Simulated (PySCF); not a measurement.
# A diatomic session: SnO+

An exercise on one series of results from a longer session: the logs are not shown, and one member is left open.

Program: PySCF 2.14.0. Level of theory: Sn def2-TZVPPD with ECP28, O def2-TZVPPD, scalar-relativistic core potentials. These are calculated values, not measurements.

Set-up of the first run:

The job is set up so:

- atoms: Sn, O
- charge: 1
- basis: Sn def2-TZVPPD with ECP28, O def2-TZVPPD
- Hamiltonian: scalar-relativistic core potentials
- basis functions: 96
- electrons treated: 29
- masses in u: 119.9022, 15.9949
- levels: PBE0, PBE, r²SCAN, M06, TPSSh, r²SCAN0, BLYP, BP86, ωB97X-V, HF, MP2, SCS-MP2, CCSD, CCSD(T)
- grid: 80 radial by 434 angular points
- occupations: held fixed by the projection of orbital angular momentum
- dissociation limit: Sn+ + O, each in its ground configuration
- starting distance in angstrom: 2.050
- values of 2S to try: 1, 3

The run is started by

```console
OMP_NUM_THREADS=2 python dia.py task.json out
```

Among the steps run: Input; First curve: PBE0; Excited determinants; PBE; r²SCAN; M06 (hybrid meta-GGA); TPSSh; r²SCAN0; BLYP (GGA); BP86; ωB97X-V (range-separated hybrid); UHF; Adding correlation.

One table of the session follows, with a row left open; its other results are not shown here.

Energy (eV) from each level's lowest point:

```
R (Å)    UHF  UHF-MP2  UHF-SCS-MP2  UHF-CCSD  UHF-CCSD(T)
1.699  1.167    1.284        1.306       n/a          n/a
1.778  0.462    0.554        0.568     0.546        0.586
1.857  0.106    0.163        0.171     0.159        0.183
1.917      ?        ?            ?         ?            ?
1.976  0.000    0.000        0.000     0.000        0.000
2.035  0.074    0.046        0.043     0.047        0.034
2.114  0.256    0.199        0.191     0.195        0.165
2.213  0.565    0.513        0.503     0.469        0.419
2.332  0.936    1.248        1.248     0.865        0.814
2.490  1.190    2.184        2.175       n/a          n/a
```

Estimate the missing values for R (Å) = 1.917.

Worked estimate for «UHF». A straight line through the neighbours (1.857, 0.106) and (1.976, 0.000) gives 0.106 + (0.000 − 0.106) × (1.917 − 1.857) / (1.976 − 1.857) = 0.053; a parabola fitted to 4 rows on both sides gives -0.005.

The run gave: UHF: 0.002; UHF-MP2: 0.031; UHF-SCS-MP2: 0.035; UHF-CCSD: 0.029; UHF-CCSD(T): 0.041. In «UHF» the line misses by +0.051 and the parabola by -0.007.
